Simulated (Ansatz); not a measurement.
# CH5ClFNSn: a ladder of functionals and wavefunction methods

One table from this session's results is given with a row withheld; the runs are named, their logs left out.

Program: Ansatz 0.2.0, Gaussian basis. Level of theory: functionals in def2-TZVPP, the program's frozen cores in correlated methods. These are calculated values, not measurements.

Plan: LDA (SPW92), PBE-D4, revPBE-D4, BLYP-D4, r2SCAN-D4, B97M-V, PBE0-D4, B3LYP-D4, r2SCANh-D4, r2SCAN0-D4, HSE06-D4, BHLYP-D4, CAM-B3LYP-D4, LC-ωPBE, ωB97X-V, ωB97M-V, B2PLYP, PBE-QIDH; CCSD(T)/def2-SVP; CCSD(T)/def2-TZVPP; MP2/def2-QZVPP; extrapolation to the limit; RPA on PBE.

### Structure used throughout

The geometry comes from an earlier relaxation with PBE0-D4 in a triple-zeta def2 set; it is a stationary point, not always the lowest conformer. Sn takes the def2 core potential; no spin-orbit term is included.

SMILES `C[NH][SnH]([F])[Cl]`, 10 atoms, charge 0, spin multiplicity 1.

Atoms are counted from 1 here; the program's logs count them from 0.

Bond lengths: C1–N2 1.457 Å, C1–H6 1.097 Å, C1–H7 1.094 Å, C1–H8 1.092 Å, N2–Sn3 1.991 Å, N2–H9 1.011 Å, Sn3–F4 1.910 Å, Sn3–Cl5 2.323 Å, Sn3–H10 1.692 Å. Angles: N2–C1–H6 114.3°, N2–C1–H7 109.5°, N2–C1–H8 109.5°, H6–C1–H7 108.3°, H6–C1–H8 108.0°, H7–C1–H8 107.1°, C1–N2–Sn3 119.0°, C1–N2–H9 112.0°, Sn3–N2–H9 113.5°, N2–Sn3–F4 103.1°, N2–Sn3–Cl5 112.8°, N2–Sn3–H10 116.5°, F4–Sn3–Cl5 102.5°, F4–Sn3–H10 109.6°, Cl5–Sn3–H10 111.0°.

Coordinates:

```mol
CH5ClFNSn
  3D, bonds by distance, orders not assigned

 10  9  0  0  0  0  0  0  0  0999 V2000
   -1.3094   -0.0394   -0.6743 C   0  0
   -0.2178   -0.8491   -0.1484 N   0  0
    1.2807    0.0534    0.8025 Sn  0  0
    0.3967    0.9891    2.2139 F   0  0
    2.2208    1.7801   -0.4353 Cl  0  0
   -1.0473    0.5480   -1.5624 H   0  0
   -2.1534   -0.6867   -0.9282 H   0  0
   -1.6544    0.6514    0.0973 H   0  0
    0.0890   -1.5472   -0.8123 H   0  0
    2.4782   -0.9510    1.4502 H   0  0
  1  2  8  0
  2  3  8  0
  3  4  8  0
  3  5  8  0
  1  6  8  0
  1  7  8  0
  1  8  8  0
  2  9  8  0
  3 10  8  0
M  END
```

Set-up of the first run:

File in.yaml:

```yaml
crystal:
  periodic: [false, false, false]
  atoms:
    - {symbol: C, position_ang: [-1.309382, -0.039408, -0.674322]}
    - {symbol: N, position_ang: [-0.217768, -0.849146, -0.148361]}
    - {symbol: Sn, position_ang: [1.280656, 0.053404, 0.802458]}
    - {symbol: F, position_ang: [0.396702, 0.989117, 2.213941]}
    - {symbol: Cl, position_ang: [2.220800, 1.780125, -0.435335]}
    - {symbol: H, position_ang: [-1.047319, 0.548018, -1.562367]}
    - {symbol: H, position_ang: [-2.153376, -0.686699, -0.928174]}
    - {symbol: H, position_ang: [-1.654446, 0.651401, 0.097302]}
    - {symbol: H, position_ang: [0.089040, -1.547157, -0.812327]}
    - {symbol: H, position_ang: [2.478190, -0.950955, 1.450186]}
basis:
  gaussian: {orbitals: def2-TZVPP}
hamiltonian: {xc: lda}
output: {orbitals: {seedname: orbitals}}
```

Command:

```bash
> ansatz run in.yaml --threads 4 --pin off --events-out ev --progress --plain --max-ram 10444MiB
```

Steps of the session up to this table: LDA; PBE-D4 (GGA); revPBE-D4 (GGA); BLYP-D4 (GGA); r2SCAN-D4 (meta-GGA); B97M-V (meta-GGA); PBE0-D4 (hybrid); B3LYP-D4 (hybrid); r2SCANh-D4 (hybrid); r2SCAN0-D4 (hybrid); HSE06-D4 (hybrid); BHLYP-D4 (hybrid); CAM-B3LYP-D4 (range-separated); LC-ωPBE (range-separated); ωB97X-V (range-separated); ωB97M-V (range-separated); B2PLYP (double hybrid); PBE-QIDH (double hybrid).

One table of the session follows, with a row left open; its other results are not shown here.

It belongs to the step «Frontier levels by functional». 

```
  functional  HOMO (eV)  gap (eV)
 LDA (SPW92)      -6.17      3.73
      PBE-D4      -6.03      3.87
   revPBE-D4      -5.97      3.91
     BLYP-D4      -5.92      3.78
   r2SCAN-D4          ?         ?
      B97M-V      -6.42      4.49
     PBE0-D4      -7.41      6.21
    B3LYP-D4      -7.18      5.64
  r2SCANh-D4      -6.83      5.27
  r2SCAN0-D4      -7.61      6.57
    HSE06-D4      -7.01      5.43
    BHLYP-D4      -8.72      8.49
CAM-B3LYP-D4      -8.81      8.61
     LC-ωPBE     -10.18     11.29
     ωB97X-V      -9.82     10.78
     ωB97M-V      -9.72     10.51
```

Estimate the missing values for r2SCAN-D4.

Worked estimate for «HOMO (eV)». Against the share of exact exchange, r2SCANh-D4 (0.1, -6.83), r2SCAN0-D4 (0.25, -7.61) give a slope of -5.20 per unit share; at 0 the line stands at -6.31.

**Answer.** HOMO (eV): -6.31; gap (eV): 4.41. In «HOMO (eV)» the line misses by 0.00.
